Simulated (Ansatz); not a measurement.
# CdS (Greenockite): the cost of one run

Computed with Ansatz 0.2.0, driven from Python. Level of theory: DFT r2SCAN, plane waves, PAW.

## 1. The system

The structure is hexagonal, space group P6_3mc (No. 186). The conventional cell has a = 4.150 Å, b = 4.150 Å, c = 6.737 Å, α = 90.00°, β = 90.00°, γ = 120.00°. Cd (site symmetry 3m) is surrounded by 4 S at 2.53 to 2.54 Å. S (site symmetry 3m) has 4 Cd at 2.53 to 2.54 Å as nearest neighbours.

The script holds or builds the structure itself.

## 2. The script

Input file elastic.py:

```python
"""Stiffness tensor and moduli of CdS."""

import warnings

import ansatz as az
from ase import Atoms
import numpy as np

warnings.simplefilter("ignore", az.DeckWarning)

atoms = Atoms(
    ["Cd", "Cd", "S", "S"],
    scaled_positions=[
        (1 / 3, 2 / 3, 0.0),
        (2 / 3, 1 / 3, 0.5),
        (1 / 3, 2 / 3, 0.375),
        (2 / 3, 1 / 3, 0.875),
    ],
    cell=[
        (4.15, 0.0, 0.0),
        (-2.075, 3.59400543, 0.0),
        (0.0, 0.0, 6.737),
    ],
    pbc=True,
)
xtal = az.Crystal.from_ase(atoms)

base = (
    xtal.calculation()
    .occupations("fixed")
    .functional(az.Functional.R2SCAN)
    .basis(650)
    .pseudopotentials("paw")
    .kpoints(6, 6, 4)
)
res = base.elastic("clamped_ion", amplitude=0.005).run(threads=1, backend="cpu")
elastic = res.elastic

print("C_ij (GPa), Voigt order xx yy zz yz xz xy")
for row in elastic.c_gpa:
    print(" ".join(f"{value:8.1f}" for value in row))
print("smallest eigenvalue of C:", round(elastic.stability.min_eigenvalue_gpa, 1), "GPa; tensor positive definite:", elastic.stability.min_eigenvalue_gpa > 0)
# averaged moduli need a positive definite tensor
if elastic.stability.min_eigenvalue_gpa > 0:
    m = elastic.moduli
    print(f"K = {m.k_hill_gpa:.1f}, G = {m.g_hill_gpa:.1f}, E = {m.youngs_gpa:.1f} GPa, Poisson ratio {m.poisson:.3f}, K/G = {m.k_hill_gpa / m.g_hill_gpa:.2f}")
```

## 3. The input behind the calls

The package turns the script's settings into the engine's input:

```yaml
crystal:
  lattice:
    - [4.15, 0.0, 0.0]
    - [-2.075, 3.59400543, 0.0]
    - [0.0, 0.0, 6.737]
  atoms:
    - { symbol: Cd, position: [0.3333333333333333, 0.6666666666666666, 0.0] }
    - { symbol: Cd, position: [0.6666666666666665, 0.3333333333333333, 0.5] }
    - { symbol: S, position: [0.3333333333333333, 0.6666666666666666, 0.37499999999999994] }
    - { symbol: S, position: [0.6666666666666665, 0.3333333333333333, 0.875] }
basis:
  ecutwfc: 650.0
kpoints:
  mp_grid:
    grid: [6, 6, 4]
hamiltonian:
  xc: r2scan
  pseudopotentials:
    kind: paw
scf:
  occupations:
    method: fixed
elastic:
  mode: clamped_ion
  amplitude: 0.005
```

## 4. The run

On the command line:

```sh
$ python elastic.py
```

What time and memory should one allow on 1 thread of Arm Neoverse V1, shared host?

About 6.3 min, with a peak of 0.87 GiB.
